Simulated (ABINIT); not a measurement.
# Bi2Te3 (Tellurobismuthite) (R-3m) in ABINIT: relaxation of cell and atoms with PBEsol

Aim: the relaxation of cell and atoms of Bi2Te3 (Tellurobismuthite) with PBEsol.

Everything below comes from runs of ABINIT 10.8.3 (patched build). Logs are shortened: lines on timing, memory, paths and dates and some standing lists are left out, and cuts for length are marked. The log counts tension as positive stress, the text compression.

### 1 The crystal as given

It takes space group R-3m (No. 166, trigonal). Conventional cell: a = 4.386 Å, b = 4.386 Å, c = 30.497 Å, α = 90.00°, β = 90.00°, γ = 120.00°. Around Bi (site symmetry 3m) lie 6 Te at 3.07 to 3.25 Å. Te (site symmetry 3m) is surrounded by 3 Bi at 3.07 Å. Te (site symmetry -3m) has 6 Bi at 3.25 Å as nearest neighbours.

### 2 Relaxation of cell and atoms, PBEsol

The input, run.abi:

```
pp_dirpath "./"
pseudos "Bi.GGA_PBE-JTH.xml, Te.GGA_PBE-JTH.xml"

acell 19.7973602648 19.7973602648 19.7973602648
rprim
     0.2093293922     0.1208563809     0.9703478452
    -0.2093293922     0.1208563809     0.9703478452
     0.0000000000    -0.2417127619     0.9703478452
ntypat 2
znucl 83 52
natom 5
typat 1 1 2 2 2
xred
     0.6000000000     0.6000000000     0.6000000000
     0.4000000000     0.4000000000     0.4000000000
     0.7905000000     0.7905000000     0.7905000000
     0.2095000000     0.2095000000     0.2095000000
     0.0000000000     0.0000000000     0.0000000000
chkprim 0
chksymtnons 0
tolsym 1.0e-6

ecut 22.0
pawecutdg 44.0
pawxcdev 0

kptopt 1
ngkpt 5 5 5
nshiftk 1
shiftk 0.0 0.0 0.0

ixc -116133

nband 29
occopt 3
tsmear 0.00183747

nstep 100
tolvrs 1.0e-9

iomode 3
prtwf 0
prtden 0
prteig 0
prtebands 0
enunit 2

ionmov 2
ntime 60
tolmxf 0.0002
optcell 2
dilatmx 1.08
ecutsm 0.5
```

Potentials or basis: JTH PAW PBE v2.0.

Launch:

```sh
mpirun --bind-to none -np 4 abinit run.abi > log 2>&1
```

run.abo:

```text
.Version 10.8.3 of ABINIT
 Symmetries : space group R-3 m (#166); Bravais hR (rhombohedral)
================================================================================
 Values of the parameters that define the memory need of the present run
     intxc =       0    ionmov =       2      iscf =      17    lmnmax =      18
     lnmax =       6     mgfft =      96  mpssoang =       3    mqgrid =    3001
     natom =       5  nloc_mem =       2    nspden =       1   nspinor =       1
    nsppol =       1      nsym =      12    n1xccc =       1    ntypat =       2
    occopt =       3   xclevel =       2
       mpw =        7123          nfft =      884736          nkpt =          19
Pmy_natom=         2
 PAW method is used; the additional fine FFT grid is defined by:
   mgfftf=       128    nfftf =   2097152
================================================================================
================================================================================

--------------------------------------------------------------------------------
------------- Echo of variables that govern the present computation ------------
--------------------------------------------------------------------------------
 -outvars: echo values of preprocessed input variables --------
            acell      1.9797360265E+01  1.9797360265E+01  1.9797360265E+01 Bohr
              amu      2.08980370E+02  1.27600000E+02
          chkprim           0
      chksymtnons           0
          dilatmx      1.08000000E+00
             ecut      2.20000000E+01 Hartree
           ecutsm      5.00000000E-01 Hartree
           enunit           2
           ionmov           2
              ixc     -116133
         kptrlatt        5    0    0      0    5    0      0    0    5
          kptrlen      4.14416939E+01
            natom           5
            nband          29
            ngfft          96      96      96
          ngfftdg         128     128     128
             nkpt          19
            nstep         100
             nsym          12
            ntime          60
           ntypat           2
           occopt           3
          optcell           2
        pawecutdg      4.40000000E+01 Hartree
         pawxcdev           0
           prtden           0
        prtebands           0
           prteig           0
            prtwf           0
            rprim      2.0932939220E-01  1.2085638090E-01  9.7034784520E-01
                      -2.0932939220E-01  1.2085638090E-01  9.7034784520E-01
                       0.0000000000E+00 -2.4171276190E-01  9.7034784520E-01
          spgroup         166
           tolmxf      2.00000000E-04
           tolsym      1.00000000E-06
           tolvrs      1.00000000E-09
           tsmear      1.83747000E-03 Hartree
            typat      1  1  2  2  2
           useylm           1
           xangst     -1.0164023807E-17 -6.2857914238E-10  1.8298199987E+01
                      -2.5410059518E-18 -4.1905265177E-10  1.2198799991E+01
                       1.4714455046E-17 -8.2815289667E-10  2.4107878483E+01
                      -2.7419484805E-17 -2.1947875691E-10  6.3891214955E+00
                       0.0000000000E+00  0.0000000000E+00  0.0000000000E+00
            xcart     -1.9207221333E-17 -1.1878424276E-09  3.4578586572E+01
                      -4.8018053332E-18 -7.9189474419E-10  2.3052391048E+01
                       2.7806290128E-17 -1.5649821651E-09  4.5557287809E+01
                      -5.1815316794E-17 -4.1475474102E-10  1.2073689812E+01
                       0.0000000000E+00  0.0000000000E+00  0.0000000000E+00
             xred      6.0000000000E-01  6.0000000000E-01  6.0000000000E-01
                       4.0000000000E-01  4.0000000000E-01  4.0000000000E-01
                       7.9050000000E-01  7.9050000000E-01  7.9050000000E-01
                       2.0950000000E-01  2.0950000000E-01  2.0950000000E-01
                       0.0000000000E+00  0.0000000000E+00  0.0000000000E+00
            znucl       83.00000   52.00000

================================================================================

 chkinp: Checking input parameters for consistency.

================================================================================
== DATASET  1 ==================================================================

--- !DatasetInfo
iteration_state: {dtset: 1, }
dimensions: {natom: 5, nkpt: 19, mband: 29, nsppol: 1, nspinor: 1, nspden: 1, mpw: 7123, }
[... 911 lines left out ...]
    1       0.001597317722      0.001597317722      0.001597317722
    2      -0.001597317722     -0.001597317722     -0.001597317722
    3       0.000849572014      0.000849572014      0.000849572014
    4      -0.000849572014     -0.000849572014     -0.000849572014
    5       0.000000000000      0.000000000000      0.000000000000

 cartesian coordinates (angstrom) at end:
    1      0.00000000000000    -0.00000000062371    18.15640913281768
    2      0.00000000000000    -0.00000000041546    12.09409301406269
    3      0.00000000000000    -0.00000000082125    23.90682608071263
    4     -0.00000000000000    -0.00000000021792     6.34367606616774
    5      0.00000000000000    -0.00000000000000    -0.00000000000000

 cartesian forces (hartree/bohr) at end:
    1      0.00000000000000     0.00000000000000    -0.00008382645674
    2     -0.00000000000000     0.00000000000000     0.00008382645674
    3     -0.00000000000000    -0.00000000000000    -0.00004458512584
    4      0.00000000000000    -0.00000000000000     0.00004458512584
    5     -0.00000000000000    -0.00000000000000    -0.00000000000000
 frms,max,avg= 3.4669311E-05 8.3826457E-05   0.000E+00  0.000E+00  0.000E+00 h/b

 cartesian forces (eV/Angstrom) at end:
    1      0.00000000000000     0.00000000000000    -0.00431052971782
    2     -0.00000000000000     0.00000000000000     0.00431052971782
    3     -0.00000000000000    -0.00000000000000    -0.00229265935093
    4      0.00000000000000    -0.00000000000000     0.00229265935093
    5     -0.00000000000000    -0.00000000000000    -0.00000000000000
 frms,max,avg= 1.7827676E-03 4.3105297E-03   0.000E+00  0.000E+00  0.000E+00 e/A
 length scales= 19.645372556264 19.645372556264 19.645372556484 bohr
              = 10.395883449421 10.395883449421 10.395883449538 angstroms
 Fermi (or HOMO) energy (hartree) =  -0.05924   Average Vxc (hartree)=  -0.34113
 Eigenvalues (hartree) for nkpt=  19  k points:
 kpt#   1, nband= 29, wtk=  0.00800, kpt=  0.0000  0.0000  0.0000 (reduced coord)
  -0.91202   -0.91202   -0.91197   -0.91197   -0.91165   -0.91159   -0.91152   -0.91152
  -0.91145   -0.91145   -0.55693   -0.52936   -0.48458   -0.39130   -0.37367   -0.14946
  -0.13938   -0.12851   -0.12851   -0.12680   -0.12680   -0.09574   -0.09574   -0.06310
  -0.05546   -0.04105   -0.04105    0.00806    0.01624
      occupation numbers for kpt#   1
   2.00000    2.00000    2.00000    2.00000    2.00000    2.00000    2.00000    2.00000
   2.00000    2.00000    2.00000    2.00000    2.00000    2.00000    2.00000    2.00000
   2.00000    2.00000    2.00000    2.00000    2.00000    2.00000    2.00000    1.78110
   0.22661    0.00010    0.00010    0.00000    0.00000
 prteigrs : prtvol=0 or 1, do not print more k-points.

 Fermi (or HOMO) energy (eV) =  -1.61209   Average Vxc (eV)=  -9.28251
 Eigenvalues (   eV  ) for nkpt=  19  k points:
 kpt#   1, nband= 29, wtk=  0.00800, kpt=  0.0000  0.0000  0.0000 (reduced coord)
 -24.81732  -24.81732  -24.81605  -24.81605  -24.80722  -24.80569  -24.80366  -24.80366
 -24.80181  -24.80181  -15.15483  -14.40469  -13.18600  -10.64771  -10.16797   -4.06714
  -3.79278   -3.49693   -3.49693   -3.45047   -3.45047   -2.60528   -2.60528   -1.71691
  -1.50922   -1.11707   -1.11707    0.21937    0.44186
 prteigrs : prtvol=0 or 1, do not print more k-points.

--- !EnergyTerms
iteration_state     : {dtset: 1, itime: 7, icycle: 1, }
comment             : Components of total free energy in Hartree
kinetic             :  1.67288402731045E+01
hartree             :  5.22046346005041E+01
xc                  : -1.71243911948333E+01
Ewald energy        : -1.15663369556173E+02
psp_core            :  1.63998297097468E+01
local_psp           : -1.57560128417385E+02
PAW spherical_terms :  3.55754506753869E+01
internal            : -1.69439133909650E+02
'-kT*entropy'       : -2.24018656213145E-05
total_energy        : -1.69439156311515E+02
total_energy_eV     : -4.61067432758579E+03
...

--- !EnergyTermsDC
iteration_state     : {dtset: 1, itime: 7, icycle: 1, }
comment             : '"Double-counting" decomposition of free energy'
band_energy         : -2.57176802280054E+01
Ewald energy        : -1.15663369556173E+02
psp_core            :  1.63998297097468E+01
xc_dc               : -5.46299216167080E+01
PAW spherical_terms :  1.01720093735499E+01
internal            : -1.69439132317590E+02
'-kT*entropy'       : -2.24018656213145E-05
total_energy_dc     : -1.69439154719456E+02
total_energy_dc_eV  : -4.61067428426365E+03
...

--- !EnergyTermsWithPAWCore
iteration_state     : {dtset: 1, itime: 7, icycle: 1, }
comment             : 'Components of total free energy, including PAW core contributions'
Total energy        : -6.34258089769345E+04
Total energy DC     : -6.34258089753425E+04
Total energy (eV)   : -1.72590418603517E+06
Total energy DC (eV): -1.72590418599185E+06
...

 rms coord change=  1.8190E-04   atom, delta coord (reduced):
     1        0.000201908869      0.000201908869      0.000201908869
     2       -0.000201908869     -0.000201908869     -0.000201908869
     3       -0.000204818630     -0.000204818630     -0.000204818630
     4        0.000204818630      0.000204818630      0.000204818630
     5       -0.000000000000     -0.000000000000      0.000000000000

 Cartesian components of stress tensor (hartree/bohr^3)
  sigma(1 1)=  1.08651719E-07  sigma(3 2)=  4.98115704E-13
  sigma(2 2)=  1.08652351E-07  sigma(3 1)=  0.00000000E+00
  sigma(3 3)=  2.39440263E-07  sigma(2 1)=  0.00000000E+00

-Cartesian components of stress tensor (GPa)         [Pressure= -4.4793E-03 GPa]
- sigma(1 1)=  3.19664392E-03  sigma(3 2)=  1.46550700E-08
- sigma(2 2)=  3.19666254E-03  sigma(3 1)=  0.00000000E+00
- sigma(3 3)=  7.04457574E-03  sigma(2 1)=  0.00000000E+00

== END DATASET(S) ==============================================================
================================================================================

 -outvars: echo values of variables after computation  --------
            acell      1.9645372556E+01  1.9645372556E+01  1.9645372556E+01 Bohr
           etotal     -1.6943915472E+02
            fcart      2.1135002066E-20  2.1642284015E-21 -8.3826456742E-05
                      -2.1135002066E-20  1.5982545815E-20  8.3826456742E-05
                      -7.6675505921E-21 -3.6417635630E-21 -4.4585125840E-05
                       7.6675505921E-21 -8.4560859148E-21  4.4585125840E-05
                      -0.0000000000E+00 -6.0489247389E-21 -0.0000000000E+00
            rprim      2.1070322693E-01  1.2164956475E-01  9.6995130473E-01
                      -2.1070322693E-01  1.2164956475E-01  9.6995130473E-01
                       0.0000000000E+00 -2.4329912960E-01  9.6995130472E-01
           strten      1.0865171859E-07  1.0865235146E-07  2.3944026276E-07
                       4.9811570431E-13  0.0000000000E+00  0.0000000000E+00
           xangst      6.9157502678E-17 -6.2370876115E-10  1.8156409133E+01
                       2.7106559614E-16 -4.1545643025E-10  1.2094093014E+01
                       4.0951458955E-16 -8.2124704136E-10  2.3906826081E+01
                      -7.3384735782E-17 -2.1791805693E-10  6.3436760662E+00
                       0.0000000000E+00 -5.6161950517E-16 -1.1194934663E-15
             xred      6.0020190887E-01  6.0020190887E-01  6.0020190887E-01
                       3.9979809113E-01  3.9979809113E-01  3.9979809113E-01
                       7.9029518137E-01  7.9029518137E-01  7.9029518137E-01
                       2.0970481863E-01  2.0970481863E-01  2.0970481863E-01
                      -1.1102230246E-16 -1.1102230246E-16  1.1102230246E-16
 Calculation completed.
```

Run time: 17 min. Hardware: 4 MPI ranks of Intel Xeon 6975P-C (Granite Rapids), shared host; peak memory 3.8 GiB.

Results:

- Free energy: -4610.6743 eV
- Relaxed volume: 33.52 Å³/atom
- Relaxed cell: a = 10.396 Å, b = 10.396 Å, c = 10.396 Å, α = 24.33°, β = 24.33°, γ = 24.33°
- Space group after relaxing (to 0.05 Å): R-3m (No. 166)
- Energy gained by relaxing: 0.9 meV/atom
- Ionic steps: 7
- Pressure after relaxing: 0.0 GPa
- Largest force after relaxing: 0.004 eV/Å
- Band gap on the k mesh: 0.21 eV, direct
- Valence electrons inside the program's atomic spheres: Bi 12.10; Te 3.09, 3.13

Forces in eV/Å, atoms in the order of the input:
```
Bi   0.000  0.000 -0.004
Bi   0.000  0.000  0.004
Te   0.000  0.000 -0.002
Te   0.000  0.000  0.002
Te   0.000  0.000  0.000
```

The path:
| step | energy change (eV) | largest force (eV/Å) | pressure (GPa) | volume (Å³) |
| --- | --- | --- | --- | --- |
| 1 | 0.0000 | 0.0912 | -0.61 | 169.36 |
| 2 | -0.0013 | 0.0732 | -0.50 | 169.04 |
| 3 | -0.0041 | 0.0446 | 0.01 | 167.56 |
| 4 | -0.0042 | 0.0404 | 0.01 | 167.55 |
| 5 | -0.0046 | 0.0113 | 0.02 | 167.44 |
| 6 | -0.0046 | 0.0111 | 0.02 | 167.45 |
| 7 | -0.0047 | 0.0043 | 0.00 | 167.60 |

Final structure:
```yaml
crystal:
  lattice:
    - [2.19045, 1.26465, 10.08350]
    - [-2.19045, 1.26465, 10.08350]
    - [0.00000, -2.52931, 10.08350]
  atoms:
    - { symbol: Bi, position: [0.60020, 0.60020, 0.60020] }
    - { symbol: Bi, position: [0.39980, 0.39980, 0.39980] }
    - { symbol: Te, position: [0.79030, 0.79030, 0.79030] }
    - { symbol: Te, position: [0.20970, 0.20970, 0.20970] }
    - { symbol: Te, position: [0.00000, 0.00000, 0.00000] }
```

Caveat: the PAW data sets were made with another functional, which shifts forces and pressure a little; spin-orbit coupling is left out, which as a rule narrows the gap of such compounds by several tenths of an eV; an odd mesh through Γ misses points on the zone boundary, where band edges often lie.
